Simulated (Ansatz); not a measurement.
# CH₆AlFOSi: how energies converge with the basis set

An exercise on one series of results from a longer session: the logs are not shown, and one member is left open.

Method: one geometry, several basis sets; program: Ansatz 0.2.0, Gaussian basis.

Levels to be run: PBE0-D4/def2-SVP; ωB97M-V/def2-SVP; PBE0-D4/def2-QZVPP; ωB97M-V/def2-QZVPP; the functionals' def2-TZVPP values are taken from earlier runs.

## The relaxed structure

An earlier PBE0-D4 in a triple-zeta def2 set relaxation fixed the geometry.

11 atoms, charge 0, spin multiplicity 1.

Atoms are counted from 1 here; the program's logs count them from 0.

Bond lengths: C1–Al2 1.942 Å, C1–H6 1.093 Å, C1–H7 1.095 Å, C1–H8 1.095 Å, Al2–O3 1.699 Å, Al2–Si4 2.473 Å, O3–H9 0.956 Å, Si4–F5 1.618 Å, Si4–H10 1.493 Å, Si4–H11 1.493 Å. Angles: Al2–C1–H6 111.4°, Al2–C1–H7 111.3°, Al2–C1–H8 111.3°, H6–C1–H7 108.0°, H6–C1–H8 108.0°, H7–C1–H8 106.6°, C1–Al2–O3 118.3°, C1–Al2–Si4 125.2°, O3–Al2–Si4 116.5°, Al2–O3–H9 122.7°, Al2–Si4–F5 108.7°, Al2–Si4–H10 114.0°, Al2–Si4–H11 114.0°, F5–Si4–H10 106.8°, F5–Si4–H11 106.8°, H10–Si4–H11 106.1°.

The first run:

Input file in.yaml:

```yaml
crystal:
  periodic: [false, false, false]
  atoms:
    - {symbol: C, position_ang: [-1.366536, 0.129922, 1.541160]}
    - {symbol: Al, position_ang: [-0.007054, 0.532302, 0.214048]}
    - {symbol: O, position_ang: [0.600970, 2.117450, 0.138645]}
    - {symbol: Si, position_ang: [0.930247, -1.088876, -1.400823]}
    - {symbol: F, position_ang: [2.031603, -0.333995, -2.314898]}
    - {symbol: H, position_ang: [-1.616153, 1.011592, 2.136448]}
    - {symbol: H, position_ang: [-1.033557, -0.657655, 2.224783]}
    - {symbol: H, position_ang: [-2.285997, -0.233022, 1.070656]}
    - {symbol: H, position_ang: [1.270850, 2.384128, -0.489705]}
    - {symbol: H, position_ang: [-0.079670, -1.668979, -2.334360]}
    - {symbol: H, position_ang: [1.620596, -2.249666, -0.765254]}
basis:
  gaussian: {orbitals: def2-SVP}
hamiltonian: {xc: pbe0, dispersion: d4}
output: {orbitals: {seedname: orbitals}}
```

Steps of the session up to this table: PBE0-D4 in def2-SVP; ωB97M-V in def2-SVP; PBE0-D4 in def2-QZVPP; ωB97M-V in def2-QZVPP.

One table of the session follows, with a row left open; its other results are not shown here.

It belongs to the step «Density functionals: the series». 

| functional | basis | HOMO (eV) |
| --- | --- | --- |
| PBE0-D4 | def2-SVP | -7.29 |
| PBE0-D4 | def2-TZVPP | -7.35 |
| PBE0-D4 | def2-QZVPP | -7.38 |
| ωB97M-V | def2-SVP | ? |
| ωB97M-V | def2-TZVPP | -9.38 |
| ωB97M-V | def2-QZVPP | -9.41 |

**Question.** Estimate the row for ωB97M-V, def2-SVP.

As computed: HOMO (eV): -9.29. In the column «HOMO (eV)» it lies between ωB97M-V, def2-TZVPP (-9.38) and PBE0-D4, def2-QZVPP (-7.38).
